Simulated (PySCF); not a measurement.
# Er⁴⁸⁺, Er⁴⁹⁺: ionisation energy in even-tempered 17s12p7d4f3g

Aim: the ionisation energy of erbium from differences of total energies, at each level of theory, and how far each lands from the tabulated value where there is one.

Method: unrestricted determinants in a Gaussian basis, no spin-orbit coupling in the energies. Code: PySCF 2.14.0.

## Step 1: The atom as given

```
Element                                   : erbium (Z = 68)
Basis                                     : an uncontracted even-tempered set (17 s from 11 bohr⁻², ratio 2.5; 12 p from 14 bohr⁻², ratio 2.5; 7 d from 14 bohr⁻², ratio 2.5; 4 f from 49 bohr⁻², ratio 2.7; 3 g from 74 bohr⁻², ratio 2.7)
Hamiltonian                               : scalar relativity by spin-free X2C-1e
State 1                                   : Er⁴⁸⁺: [Ar] 3d2, high-spin 3F determinant
State 2                                   : Er⁴⁹⁺: [Ar] 3d1, 2D determinant
Methods                                   : CCSD(T)
Core shells frozen in the correlated runs : outer shells: [Ne] (for Er⁴⁸⁺)
```

The outer shells:

Er48+ [Ar] 3d2
```
[Ar] core
3d [↑ ][↑ ][  ][  ][  ]
```

Er49+ [Ar] 3d1
```
[Ar] core
3d [↑ ][  ][  ][  ][  ]
```

One driver process ran all states and methods and kept the integrals in memory. Each run is shown as a PySCF script that sums up its settings (the driver passes frozen orbitals as a list and adds second-order terms of double hybrids); the logs are those of the runs themselves. The driver starts from symmetry-adapted Hartree-Fock orbitals, holds the occupation by maximum overlap and uses a logarithmic radial grid for functionals, so a plain start would take other cycles.

The driver's launch:

```console
> OMP_NUM_THREADS=2 python atomrun2.py TASK.json OUT
```

The integrals over 143 functions and the set-up took 1.6 s of CPU time.

## Step 2: Er⁴⁸⁺: CCSD(T) (outer shells)

CCSD(T) (outer shells):

The input, input.py:

```python
from pyscf import gto, scf, dft, mp, cc
mol = gto.M(atom="Er 0 0 0", charge=48, spin=2, symmetry="D2h",
            basis=gto.etbs([(0, 17, 11, 2.5), (1, 12, 14, 2.5), (2, 7, 14, 2.5), (3, 4, 49, 2.7), (4, 3, 74, 2.7)]),
            nucmod="G")
mf = scf.UHF(mol).sfx2c1e()
mf.irrep_nelec = {'Ag': (4, 3), 'B1g': (1, 0), 'B1u': (2, 2), 'B2u': (2, 2), 'B3u': (2, 2)}
mf.kernel()
mycc = cc.CCSD(mf, frozen=5).run()
mycc.ccsd_t()
```

What it wrote:

```text
CC2 = 0
CCSD nocc = (np.int64(6), np.int64(4)), nmo = (114, 114)
frozen orbitals [[0, 1, 2, 3, 4, 119, 120, 121, 122, 123, 124, 125, 126, 127, 128, 129, 130, 131, 132, 133, 134, 135, 136, 137, 138, 139, 140, 141, 142], [0, 1, 2, 3, 4, 119, 120, 121, 122, 123, 124, 125, 126, 127, 128, 129, 130, 131, 132, 133, 134, 135, 136, 137, 138, 139, 140, 141, 142]]
max_cycle = 100
direct = 0
conv_tol = 1e-08
conv_tol_normt = 1e-06
diis_space = 8
diis_start_cycle = 0
Init t2, MP2 energy = -0.475116681236389
Init E_corr(UCCSD) = -0.475116681236389
cycle = 1  E_corr(UCCSD) = -0.499967331786342  dE = -0.0248506505  norm(t1,t2) = 0.00954894
cycle = 2  E_corr(UCCSD) = -0.503529740163209  dE = -0.00356240838  norm(t1,t2) = 0.00167136
cycle = 3  E_corr(UCCSD) = -0.504243511030844  dE = -0.000713770868  norm(t1,t2) = 0.000326792
cycle = 4  E_corr(UCCSD) = -0.50423641878468  dE = 7.09224616e-06  norm(t1,t2) = 1.89075e-05
cycle = 5  E_corr(UCCSD) = -0.504236621091897  dE = -2.02307217e-07  norm(t1,t2) = 4.27202e-07
cycle = 6  E_corr(UCCSD) = -0.504236618874994  dE = 2.21690255e-09  norm(t1,t2) = 3.82103e-08
UCCSD converged
E(UCCSD) = -11014.26212421862  E_corr = -0.5042366188749944
UCCSD(T) correction = -0.00193201746449819
```

Time after the integrals: 1.8 min (2 threads of Neoverse-N1, shared host).

CCSD correlation -0.50424 hartree, triples -0.00193; total -11014.264056. T1 = 0.000, largest double amplitude 0.021.

Spin-orbit coupling is strong in this species (close to jj coupling), so the high-spin LS determinant is a model state, not a physical level.

## Step 3: Er⁴⁹⁺, at CCSD(T) (outer shells)

CCSD(T) (outer shells):

The input, input.py:

```python
from pyscf import gto, scf, dft, mp, cc
mol = gto.M(atom="Er 0 0 0", charge=49, spin=1, symmetry="D2h",
            basis=gto.etbs([(0, 17, 11, 2.5), (1, 12, 14, 2.5), (2, 7, 14, 2.5), (3, 4, 49, 2.7), (4, 3, 74, 2.7)]),
            nucmod="G")
mf = scf.UHF(mol).sfx2c1e()
mf.irrep_nelec = {'Ag': (3, 3), 'B1g': (1, 0), 'B1u': (2, 2), 'B2u': (2, 2), 'B3u': (2, 2)}
mf.kernel()
mycc = cc.CCSD(mf, frozen=5).run()
mycc.ccsd_t()
```

What it wrote:

```text
CC2 = 0
CCSD nocc = (np.int64(5), np.int64(4)), nmo = (114, 114)
frozen orbitals [[0, 1, 2, 3, 4, 119, 120, 121, 122, 123, 124, 125, 126, 127, 128, 129, 130, 131, 132, 133, 134, 135, 136, 137, 138, 139, 140, 141, 142], [0, 1, 2, 3, 4, 119, 120, 121, 122, 123, 124, 125, 126, 127, 128, 129, 130, 131, 132, 133, 134, 135, 136, 137, 138, 139, 140, 141, 142]]
max_cycle = 100
direct = 0
conv_tol = 1e-08
conv_tol_normt = 1e-06
diis_space = 8
diis_start_cycle = 0
Init t2, MP2 energy = -0.490581936844298
Init E_corr(UCCSD) = -0.490581936844302
cycle = 1  E_corr(UCCSD) = -0.521143957523534  dE = -0.0305620207  norm(t1,t2) = 0.0105692
cycle = 2  E_corr(UCCSD) = -0.525400859362851  dE = -0.00425690184  norm(t1,t2) = 0.00184729
cycle = 3  E_corr(UCCSD) = -0.526248515246608  dE = -0.000847655884  norm(t1,t2) = 0.000384422
cycle = 4  E_corr(UCCSD) = -0.52623484873418  dE = 1.36665124e-05  norm(t1,t2) = 2.59102e-05
cycle = 5  E_corr(UCCSD) = -0.526235036763839  dE = -1.88029659e-07  norm(t1,t2) = 7.53736e-07
cycle = 6  E_corr(UCCSD) = -0.526235031414088  dE = 5.3497512e-09  norm(t1,t2) = 6.45745e-08
UCCSD converged
E(UCCSD) = -10861.92835809623  E_corr = -0.5262350314140881
UCCSD(T) correction = -0.00244386077894462
```

It took 88 s on 2 threads of Neoverse-N1, shared host, the integrals not counted.

CCSD correlation -0.52624 hartree, triples -0.00244; total -10861.930802. T1 = 0.000, largest double amplitude 0.027.

Spin-orbit coupling, absent here, splits the open shell strongly.

## Step 4: Differences of total energies

Ionisation energy: Er⁴⁸⁺ [Ar] 3d2 (3F) → Er⁴⁹⁺ [Ar] 3d1 (2D).

| method | value (eV) | less the reference (eV) |
| --- | --- | --- |
| UHF | 4145.8 | -24.2 |
| MP2 (outer shells) | 4145.4 | -24.6 |
| SCS-MP2 (outer shells) | 4145.3 | -24.7 |
| CCSD (outer shells) | 4145.2 | -24.8 |
| CCSD(T) (outer shells) | 4145.2 | -24.8 |

Reference: 4170 ± 4 eV (theoretical estimate listed by NIST; NIST Atomic Spectra Database, ionization energies). Spin-orbit coupling is strong in these open shells (close to jj coupling). The scalar numbers leave it out, so it can dominate the gap to the real levels. For this ion Breit and QED terms and the two-electron picture change, all absent here, are large against electron correlation.

The runs at UHF, MP2 (outer shells) are not shown; their differences are listed all the same.

## Step 5: Summary of results

```
                quantity                                                             value
ionisation energy, Er⁴⁸⁺  UHF 4145.8, CCSD(T) (outer shells) 4145.2 eV; reference 4170 ± 4
```

Each level's miss (mean over 1 difference):

| method | mean absolute miss against CCSD(T) (outer shells) (eV) |
| --- | --- |
| UHF | 0.613 |
| MP2 (outer shells) | 0.192 |
| SCS-MP2 (outer shells) | 0.125 |
| CCSD (outer shells) | 0.014 |
| CCSD(T) (outer shells) | 0.000 |

**Reading.** The methods span 0.613 eV, from CCSD(T) (outer shells) (4145.2) to UHF (4145.8). The reference is uncertain or not like for like (spin-orbit coupling or other relativistic terms), so no ranking of close methods is drawn. The basis is finite, and no extrapolation was made.
